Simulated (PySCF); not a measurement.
# C3H6AlS− (SMILES C#[C][AlH2-][S]C): levels of theory compared

Wanted: a comparison of 3 runs (HF/3-21G, B3LYP/6-31G*) of C3H6AlS−. 

Program for the calculation: PySCF 2.14.0.

1 further run of the same task is left out (set aside as unsound or not needed).

## 1. The system as given

C3H6AlS−: 11 atoms, total charge -1, spin state singlet. SMILES: `C#[C][AlH2-][S]C`. The shape comes from GFN2-xTB, which is rough for such elements, and wasn't checked as a minimum. This is one conformer, not always the lowest.

Bond lengths: C1–C2 1.211 Å, C2–Al3 2.005 Å, Al3–S4 2.293 Å, S4–C5 1.819 Å, C1–H6 1.060 Å, Al3–H7 1.603 Å, Al3–H8 1.583 Å, C5–H9 1.088 Å, C5–H10 1.088 Å, C5–H11 1.092 Å. Some angles: C1–C2–Al3 178.0°, C2–Al3–S4 104.9°, Al3–S4–C5 91.4°, C2–C1–H6 179.6°, C2–Al3–H7 110.4°, C2–Al3–H8 116.5°, S4–Al3–H7 103.4°, S4–Al3–H8 106.2°, S4–C5–H9 109.3°, S4–C5–H10 108.8°.

## 2. Energy and gradient at HF/3-21G (run 1)

The input, job.py:

```python
from pyscf import gto

system = gto.M(
    atom='''
C     -1.288264     3.954195     2.831509
C     -1.155208     1.706725     2.418339
Al    -0.811581    -2.011254     1.774018
S     -1.371507    -2.459346    -2.499768
C      1.309750    -0.409352    -3.149984
H     -1.417087     5.919624     3.196831
H      2.053074    -2.897007     2.204290
H     -2.841713    -3.786161     3.070899
H      0.635099     1.350946    -3.971278
H      2.563054    -1.356200    -4.478027
H      2.324401    -0.012132    -1.396848
''',
    unit='bohr',
    verbose=4,
    charge=-1,
    max_memory=1860,
    basis='3-21g',
)

mf = system.RHF()
mf.conv_tol = 1e-10
mf.kernel()
if not mf.converged:
    mf = mf.newton().run(mf.mo_coeff, mf.mo_occ)

e_final = mf.e_tot
print('E = %.10f Eh' % e_final)
grad = mf.nuc_grad_method().kernel()
dip = mf.dip_moment()
pop, q = mf.mulliken_pop()
```

On the command line:

```console
$ OMP_NUM_THREADS=1 python job.py
```

The log of the run:

```text
PySCF version 2.14.0

[... 69 lines left out ...]
converged SCF energy = -752.620168392688
[... 13 lines left out ...]
WARN: System has nonzero charge -1; the dipole moment is origin-dependent.
[... 2 lines left out ...]
Dipole moment(X, Y, Z, Debye):  3.13456,  5.04674, -0.67207
[... 38 lines left out ...]
pop of  3 S 2pz           1.96333
pop of  3 S 3px           0.75275
pop of  3 S 3py           0.82396
pop of  3 S 3pz           0.82542
pop of  3 S 4px           0.59454
pop of  3 S 4py           0.78236
pop of  3 S 4pz           0.85625
pop of  4 C 1s            1.98809
pop of  4 C 2s            0.34357
pop of  4 C 3s            1.21526
pop of  4 C 2px           0.50090
pop of  4 C 2py           0.52499
pop of  4 C 2pz           0.55292
pop of  4 C 3px           0.58045
pop of  4 C 3py           0.57108
pop of  4 C 3pz           0.58522
pop of  5 H 1s            0.46178
pop of  5 H 2s            0.28090
pop of  6 H 1s            0.40536
pop of  6 H 2s            0.93096
pop of  7 H 1s            0.40802
pop of  7 H 2s            0.92481
pop of  8 H 1s            0.47074
pop of  8 H 2s            0.32600
pop of  9 H 1s            0.47158
pop of  9 H 2s            0.33462
pop of  10 H 1s           0.46810
pop of  10 H 2s           0.29237
 ** Mulliken atomic charges  **
charge of    0C =     -0.60407
charge of    1C =     -0.33971
charge of    2Al =      1.03013
charge of    3S =     -0.44863
charge of    4C =     -0.86249
charge of    5H =      0.25733
charge of    6H =     -0.33632
charge of    7H =     -0.33283
charge of    8H =      0.20326
charge of    9H =      0.19380
charge of   10H =      0.23953
```

Run time: 7.8 s. Hardware: 1 thread of Intel Xeon at 2.50GHz (Skylake/Cascade Lake), shared host; peak memory 0.14 GiB.

## 3. Energy and forces at B3LYP/6-31G(d) (spherical functions) (run 2)

The input, job.py:

```python
from pyscf import gto, dft

mol = gto.M(
    atom='''
C   -0.681720   2.092470   1.498370
C   -0.611310   0.903160   1.279730
Al  -0.429470  -1.064310   0.938770
S   -0.725770  -1.301430  -1.322820
C    0.693090  -0.216620  -1.666900
H   -0.749890   3.132530   1.691690
H    1.086440  -1.533030   1.166460
H   -1.503770  -2.003550   1.625050
H    0.336080   0.714890  -2.101510
H    1.356310  -0.717670  -2.369670
H    1.230020  -0.006420  -0.739180
''',
    max_memory=1860,
    verbose=3,
    spin=0,
    basis='6-31g*',
    charge=-1,
)

mf = dft.RKS(mol, xc='b3lyp')
mf.grids.level = 5
mf.conv_tol = 1e-10
mf.kernel()
if not mf.converged:
    mf = mf.newton().run(mf.mo_coeff, mf.mo_occ)

e_final = mf.e_tot
print('E = %.10f Eh' % e_final)
grad = mf.nuc_grad_method().kernel()
mf.analyze()
```

On the command line:

```console
$ OMP_NUM_THREADS=1 python job.py
```

The log of the run:

```text
converged SCF energy = -758.571808256053
[... 11 lines left out ...]
MO #2   energy= -55.8255408976946  occ= 2
[... 7 lines left out ...]
MO #10  energy= -3.92162868886845  occ= 2
[... 7 lines left out ...]
MO #18  energy= -0.283471222586288 occ= 2
[... 7 lines left out ...]
MO #26  energy= -0.0804792099156337 occ= 2
[... 7 lines left out ...]
MO #34  energy= 0.26542281750553   occ= 0
[... 7 lines left out ...]
MO #42  energy= 0.43274757888145   occ= 0
[... 7 lines left out ...]
MO #50  energy= 0.711191425292392  occ= 0
[... 7 lines left out ...]
MO #58  energy= 0.924399923788421  occ= 0
[... 7 lines left out ...]
MO #66  energy= 1.09555649500037   occ= 0
[... 7 lines left out ...]
MO #74  energy= 1.44751233542366   occ= 0
[... 7 lines left out ...]
MO #82  energy= 2.12144957966459   occ= 0
[... 7 lines left out ...]
MO #90  energy= 3.30431286843204   occ= 0
[... 13 lines left out ...]
WARN: System has nonzero charge -1; the dipole moment is origin-dependent.
Location of origin: [0. 0. 0.]

Dipole moment(X, Y, Z, Debye):  2.95930,  4.70366, -1.46439
```

Run time: 92 s. Hardware: 1 thread of Intel Xeon at 2.50GHz (Skylake/Cascade Lake), shared host; peak memory 0.89 GiB.

## 4. Energy and gradient at B3LYP/6-31G(d) (Cartesian functions) (run 3)

The input, job.py:

```python
import pyscf.grad
from pyscf import gto, dft

mol = gto.Mole()
mol.atom = '''
C       -0.681720       2.092470       1.498370
C       -0.611310       0.903160       1.279730
Al      -0.429470      -1.064310       0.938770
S       -0.725770      -1.301430      -1.322820
C        0.693090      -0.216620      -1.666900
H       -0.749890       3.132530       1.691690
H        1.086440      -1.533030       1.166460
H       -1.503770      -2.003550       1.625050
H        0.336080       0.714890      -2.101510
H        1.356310      -0.717670      -2.369670
H        1.230020      -0.006420      -0.739180
'''
mol.cart = True
mol.basis = '6-31g*'
mol.verbose = 3
mol.charge = -1
mol.max_memory = 1860
mol.build()

myscf = dft.RKS(mol)
myscf.xc = 'b3lyp'
myscf.grids.level = 5
myscf.conv_tol = 1e-10
myscf.kernel()
if not myscf.converged:
    myscf = myscf.newton().run(myscf.mo_coeff, myscf.mo_occ)

e_tot = myscf.e_tot
print('Final energy', e_tot)
grad = myscf.Gradients().kernel()
dip = myscf.dip_moment()
pop, q = myscf.mulliken_pop()
```

On the command line:

```console
$ OMP_NUM_THREADS=1 python job.py
```

The log of the run:

```text
converged SCF energy = -758.578598083505
Final energy -758.5785980835054
--------------- RKS gradients ---------------
         x                y                z
0 C     0.0012276768    -0.0170174568    -0.0036514598
1 C    -0.0019427767     0.0276281265    -0.0003853715
2 Al     0.0018987051    -0.0040333292     0.0079229011
[... 7 lines of this table left out ...]
10 H    -0.0042895415    -0.0025938060     0.0030254326
----------------------------------------------

WARN: System has nonzero charge -1; the dipole moment is origin-dependent.
Location of origin: [0. 0. 0.]

Dipole moment(X, Y, Z, Debye):  2.95951,  4.70177, -1.46579
[... 68 lines left out ...]
pop of  3  S 3dzz        -0.00114
pop of  4  C 1s           1.99186
pop of  4  C 2s           0.67723
pop of  4  C 3s           0.69678
pop of  4  C 2px          0.66928
pop of  4  C 2py          0.69320
pop of  4  C 2pz          0.72509
pop of  4  C 3px          0.35279
pop of  4  C 3py          0.34690
pop of  4  C 3pz          0.37530
pop of  4  C 3dxx         0.00010
pop of  4  C 3dxy         0.00729
pop of  4  C 3dxz         0.01102
pop of  4  C 3dyy         0.00392
pop of  4  C 3dyz         0.00711
pop of  4  C 3dzz         0.00526
pop of  5  H 1s           0.52295
pop of  5  H 2s           0.36981
pop of  6  H 1s           0.50009
pop of  6  H 2s           0.67630
pop of  7  H 1s           0.50271
pop of  7  H 2s           0.66540
pop of  8  H 1s           0.53028
pop of  8  H 2s           0.32673
pop of  9  H 1s           0.53165
pop of  9  H 2s           0.33931
pop of  10  H 1s          0.52507
pop of  10  H 2s          0.27544
 ** Mulliken atomic charges  **
charge of    0C =     -0.33769
charge of    1C =     -0.05311
charge of    2Al =      0.06594
charge of    3S =     -0.34630
charge of    4C =     -0.56312
charge of    5H =      0.10724
charge of    6H =     -0.17639
charge of    7H =     -0.16811
charge of    8H =      0.14299
charge of    9H =      0.12904
charge of   10H =      0.19949
```

It took 1.7 min on 1 thread of Intel Xeon at 2.50GHz (Skylake/Cascade Lake), shared host; peak memory 0.94 GiB.

## 5. The series

```
run                               level  integration grid  Cartesian functions  energy (Eh)  HOMO energy (eV)  LUMO energy (eV)  HOMO–LUMO gap (eV)  wall time
  1                            HF/3-21G                 –                   no  -752.620168             -4.27              7.92               12.19      7.8 s
  2  B3LYP/6-31G* (spherical functions)                 5                   no  -758.571808             -1.15              4.78                5.93       92 s
  3  B3LYP/6-31G* (Cartesian functions)                 5                  yes  -758.578598             -1.15              4.78                5.92    1.7 min
```

## 6. Outcome

| quantity | value |
| --- | --- |
| run 3: total energy | -758.57860 Eh |
| run 3: HOMO energy | -1.15 eV |
| run 3: LUMO energy | 4.78 eV |
| run 3: HOMO–LUMO gap (to an unbound level, set by the basis) | 5.92 eV |
| run 3: largest force on an atom | 1.424 eV/Å |

What this shows: The HOMO–LUMO gap runs from 5.92 eV (B3LYP/6-31G*) to 12.19 eV (HF/3-21G). The two ends differ in method and basis. The empty levels of an anion lie above zero and hang on the basis. All runs together took 3.3 min, the longest 1.7 min.
